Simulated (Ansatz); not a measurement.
**NiSi2 (Si2Ni-type): zero-pressure volume and bulk modulus with PBE + D4**

One table from this session's results is given with a row withheld; the runs are named, their logs left out.

The COD entry's cell or inner coordinates are ideal or old and differ from later refinements, so a difference from it is no clean test against experiment.

Method: DFT PBE + D4, scalar-relativistic, plane waves, PAW, in Ansatz 0.2.0.

## The starting structure

Symmetry: Fm-3m, No. 225, cubic system. Conventional cell: a = 5.395 Å, b = 5.395 Å, c = 5.395 Å, α = 90.00°, β = 90.00°, γ = 90.00°. Si (site symmetry -43m) is surrounded by 4 Ni at 2.34 Å. Ni (site symmetry m-3m) has 8 Si at 2.34 Å in its first shell of neighbours.

Structure file:

```
CELL_PARAMETERS angstrom
0.00000 2.69750 2.69750
2.69750 0.00000 2.69750
2.69750 2.69750 0.00000
ATOMIC_POSITIONS crystal
Si 0.25000 0.25000 0.25000
Si 0.75000 0.75000 0.75000
Ni 0.00000 0.00000 0.00000
```

An earlier run on this cell at PBE gave 3.81 GPa at 13.086 Å³/atom (8×8×8 mesh), metallic, no moment left. The cell is compressed at this level.

The first run:

File input.yaml:

```yaml
crystal:
  lattice:
    - [0.0, 2.6975011173, 2.6975011173]
    - [2.6975011173, 0.0, 2.6975011173]
    - [2.6975011173, 2.6975011173, 0.0]
  atoms:
    - { symbol: Si, position: [0.25, 0.25, 0.25] }
    - { symbol: Si, position: [0.75, 0.75, 0.75] }
    - { symbol: Ni, position: [0.0, 0.0, 0.0], spin: 0.05 }
basis:
  ecutwfc: 420
  ecutrho_ratio: 4
kpoints:
  mp_grid: { grid: [8, 8, 8] }
hamiltonian:
  xc: pbe
  dispersion: d4
scf:
  occupations: { method: gaussian, width: 0.05 }
output:
  forces: true
  stress: true
  eigenvalues: true
  populations: true
magnetization:
  spin_polarized: true
checkpoint:
  read: start.run
  write: ck
  compress: false
  write_wavefunctions: false
  write_every: 100000
```

start.run holds the state of a PBE run on this cell.

The run is started by

```sh
> ansatz run input.yaml --threads 4 --pin off --max-ram 8192MiB --backend cpu --events-out ev --progress --plain --runs-dir out
```

Steps of the session up to this table: At the given cell; Stepping to 12.953 Å³/atom; Volume × 0.98 of the new zero; Volume × 1.02 of the new zero; Volume × 0.96 of the new zero; Volume × 1.04 of the new zero.

One table of the session follows, with a row left open; its other results are not shown here.

It belongs to the step «Energy and pressure against volume». 

```
volume (Å³/atom)  energy (meV/atom)  pressure (GPa)
          12.435              11.23            7.32
          12.694               2.60            3.39
          12.953               0.00            0.02
          13.212                  ?               ?
          13.471               9.36           -5.37
```

Q: Estimate the row for volume (Å³/atom) = 13.212 from the others.

Worked estimate for «energy (meV/atom)». A straight line through the neighbours (12.953, 0.00) and (13.471, 9.36) gives 0.00 + (9.36 − 0.00) × (13.212 − 12.953) / (13.471 − 12.953) = 4.68; a parabola fitted to 3 rows on both sides gives 2.25.

The run gave: energy (meV/atom): 2.48; pressure (GPa): -2.89. In «energy (meV/atom)» the line misses by +2.20 and the parabola by -0.23.

Caveats from the session: Warnings in the runs' records: seeded moment not kept.
